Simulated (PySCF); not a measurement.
# Ce(NH2)3(H2O): other functionals and bases at one geometry

One table from this session's results is given with a row withheld; the runs are named, their logs left out.

Computed with PySCF 2.14.0. Level: several levels, as the steps say, no spin–orbit coupling.

1 further run of the same task is left out (for a known fault of the program).

### The system as given

13 atoms, charge 0, spin multiplicity 1.

Bond lengths: Ce1–N2 2.296 Å, Ce1–N5 2.296 Å, Ce1–N8 2.304 Å, Ce1–O11 2.587 Å, N2–H3 1.022 Å, N2–H4 1.022 Å, N5–H6 1.022 Å, N5–H7 1.022 Å, N8–H9 1.022 Å, N8–H10 1.022 Å, O11–H12 0.963 Å, O11–H13 0.964 Å. Angles: N2–Ce1–N5 117.7°, N2–Ce1–N8 118.7°, N2–Ce1–O11 100.1°, N5–Ce1–N8 118.7°, N5–Ce1–O11 100.1°, N8–Ce1–O11 91.8°, Ce1–N2–H3 127.1°, Ce1–N2–H4 127.8°, H3–N2–H4 105.0°, Ce1–N5–H6 127.8°, Ce1–N5–H7 127.1°, H6–N5–H7 105.0°, Ce1–N8–H9 127.3°, Ce1–N8–H10 127.3°, H9–N8–H10 104.9°, Ce1–O11–H12 130.5°, Ce1–O11–H13 122.4°, H12–O11–H13 107.1°.

Geometry (Å):

```mol
CeH8N3O
  3D, bonds by distance, orders not assigned

 13 12  0  0  0  0  0  0  0  0999 V2000
    0.2180   -0.2180    0.2951 Ce  0  0
    1.3145    1.4637    1.4085 N   0  0
    2.1596    1.9530    1.1081 H   0  0
    1.0834    1.8682    2.3180 H   0  0
   -1.4637   -1.3145    1.4085 N   0  0
   -1.8682   -1.0834    2.3180 H   0  0
   -1.9530   -2.1596    1.1081 H   0  0
    1.3091   -1.3091   -1.4154 N   0  0
    1.0622   -2.2081   -1.8343 H   0  0
    2.2081   -1.0622   -1.8343 H   0  0
   -1.1788    1.1788   -1.3756 O   0  0
   -1.8508    1.8508   -1.2201 H   0  0
   -1.0861    1.0861   -2.3302 H   0  0
  1  2  8  0
  1  5  8  0
  1  8  8  0
  1 11  8  0
  2  3  8  0
  2  4  8  0
  5  6  8  0
  5  7  8  0
  8  9  8  0
  8 10  8  0
 11 12  8  0
 11 13  8  0
M  END
```

Formal oxidation states: Ce +3. Each metal's 1 4f electrons lie in its core potential, so multiplicities, spins and levels count the valence alone. An earlier session relaxed this geometry at PBE0, Ce lcecp-1-SVP with ECP47, N def2-SVP, H def2-SVP, O def2-SVP (singlet, point group Cs).

At PBE0 on the finer grid: E = -276.171678 Eh, HOMO -5.41 eV, LUMO -0.50 eV, Mulliken charge on Ce1 +0.88 e, largest force component 0.014 eV/Å. 

Levels to run: revPBE; TPSSh; PBE0, TZVP. Hardware: 2 threads of Intel Xeon Platinum 8488C (Sapphire Rapids), shared host.

Set-up of the first run:

Input file run.py (the lines that set the calculation):

```python
mol = gto.M(atom='''
Ce     0.21805    -0.21805     0.29510
N      1.31454     1.46371     1.40850
H      2.15961     1.95300     1.10813
H      1.08335     1.86822     2.31800
N     -1.46371    -1.31454     1.40850
H     -1.86822    -1.08335     2.31800
H     -1.95300    -2.15961     1.10813
N      1.30907    -1.30907    -1.41540
H      1.06217    -2.20815    -1.83434
H      2.20815    -1.06217    -1.83434
O     -1.17883     1.17883    -1.37562
H     -1.85083     1.85083    -1.22007
H     -1.08606     1.08606    -2.33023''',
    basis={'Ce': 'lcecp-1-SVP', 'N': 'def2-SVP', 'H': 'def2-SVP', 'O': 'def2-SVP'},
    ecp={'Ce': 'lcecp-1-SVP'},
    charge=0, spin=0)
mf = dft.RKS(mol, xc='PBE_R,PBE')
mf.grids.atom_grid = (75, 302)  # f atoms: unpruned, at least (60, 302)
mf = mf.density_fit()  # fitting sets: Ce AutoAux, N def2-universal-JKFIT, H def2-universal-JKFIT, O def2-universal-JKFIT
mf.conv_tol = 1e-08; mf.max_cycle = 55
mf.kernel(dm0)  # dm0: the density of the relaxed state
```

Started as:

```
$ OMP_NUM_THREADS=2 python run.py
```

Steps of the session up to this table: revPBE; TPSSh; PBE0, TZVP.

One of the session's tables, all rows but one given; the rest of the session is left out.

| level | HOMO (eV) | gap (eV) | charge on Ce1 (e) | dipole (D) | largest force component (eV/Å) |
| --- | --- | --- | --- | --- | --- |
| PBE0 (relaxed here) | -5.41 | 4.92 | 0.88 | 4.48 | 0.01 |
| revPBE | -4.05 | 2.91 | 0.70 | 4.36 | 0.52 |
| TPSSh | ? | ? | ? | ? | ? |
| PBE0, TZVP | -5.61 | 4.89 | 1.54 | 4.49 | 0.32 |

**Question.** Estimate the row for TPSSh.

The run gave: HOMO (eV): -4.65; gap (eV): 3.93; charge on Ce1 (e): 0.86; dipole (D): 4.45; largest force component (eV/Å): 0.27. In the column «HOMO (eV)» it lies between PBE0 (relaxed here) (-5.41) and revPBE (-4.05).

In one basis the HOMO–LUMO gap runs from 2.91 eV (revPBE) to 4.92 eV (PBE0). The largest leftover force, 0.52 eV/Å with revPBE, stands at a geometry relaxed at another level. With 4f in the core, its levels are missing from HOMO and gap, and its count is fixed, so no charge can pass from the ligands into it. Total energies of different levels can't be compared.
